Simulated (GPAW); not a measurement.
VGe3:

```
CELL_PARAMETERS angstrom
4.76800 0.00000 0.00000
0.00000 4.76800 0.00000
0.00000 0.00000 4.76800
ATOMIC_POSITIONS crystal
Ge 0.00000 0.50000 0.25000
Ge 0.00000 0.50000 0.75000
Ge 0.50000 0.25000 0.00000
Ge 0.75000 0.00000 0.50000
Ge 0.50000 0.75000 0.00000
Ge 0.25000 0.00000 0.50000
V 0.50000 0.50000 0.50000
V 0.00000 0.00000 0.00000
```

Base run:

| Property | Result |
| --- | --- |
| Program | GPAW 26.7.0 |
| Functional | PBEsol |
| Potentials or basis | PAW data sets generated in the run's folder for this functional |
| Cutoff | 600 eV |
| Basis | pw |
| k mesh | 5 × 5 × 5 |
| Occupations | fermi-dirac, width 0.05 eV |
| Spin | collinear spin, ferromagnetic start |
| Starting moments | [0.0, 0.0, 0.0, 0.0, 0.0, 0.0, 2.0, 2.0] μB |

Its results: pressure 22.6 GPa; net moment 2.34 μB per cell; site moments Ge -0.01; V +1.00 μB.

Problem. The run is repeated on the same cell with these changes: hubbard terms from none to V d U = 1 eV. What comes out?

Solution. Pressure 24.0 GPa; net moment 2.70 μB per cell; site moments Ge -0.02; V +1.25 μB.

Caveats: the U is typed as a test and isn't derived for this compound (some runs).

Not every run made on this cell is shown here.
